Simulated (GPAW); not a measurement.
**HPbNO4 in GPAW: the effect of functional**

The system is HPbNO4.

```
CELL_PARAMETERS angstrom
3.85404 0.14384 0.09012
-0.25320 5.52698 0.16471
-0.48197 -1.92720 5.72025
ATOMIC_POSITIONS crystal
H 0.10913 0.65718 0.54463
Pb 0.61029 0.52127 0.15100
N 0.91580 0.96263 0.95867
O 0.01384 0.13639 0.88084
O 0.72398 0.01057 0.12858
O 0.00389 0.73732 0.87043
O 0.11927 0.59324 0.37651
```

The cell was built by a generator and needn't be a form met in nature.

Alike in all runs:

```yaml
Program: GPAW 26.7.0
Task: band structure
Cutoff: 800 eV
Basis: pw
k_mesh: 5 × 4 × 4
Occupations: fermi-dirac, width 0.05 eV
Spin: no spin polarisation
```

**Question.** One run gave: gap on the mesh 4.54 eV. Which functional did it use?
A. revPBE
B. GLLB-SC
C. LDA
D. RPBE
E. r2SCAN

**Answer.** B.

```csv
functional,potentials or basis,gap on the mesh (eV)
SCAN,GPAW PAW data sets (gpaw-data 1.2.1),3.43
GLLB-SC,the program's PAW data sets (release 1.2.1) made for this functional,4.54
AM05,PAW data sets generated in the run's folder for this functional,3.15
PW91,PAW data sets generated in the run's folder for this functional,3.13
r2SCAN,GPAW PAW data sets (gpaw-data 1.2.1),3.47
LDA,the program's PAW data sets (release 1.2.1) made for this functional,3.09
PBE,GPAW PAW data sets (gpaw-data 1.2.1),3.13
PBEsol,PAW data sets generated in the run's folder for this functional,3.14
RPBE,the program's PAW data sets (release 1.2.1) made for this functional,3.17
revPBE,the program's PAW data sets (release 1.2.1) made for this functional,3.17
BLYP,PAW data sets generated in the run's folder for this functional,3.11
```

Caveats: spin-orbit coupling is left out, which as a rule narrows the gap of such compounds by several tenths of an eV; the GLLB-SC gap is the Kohn-Sham gap of the path plus the derivative discontinuity (some runs); a model potential gives levels but no total energy (some runs); an odd mesh through Γ misses points on the zone boundary, where band edges often lie (some runs).
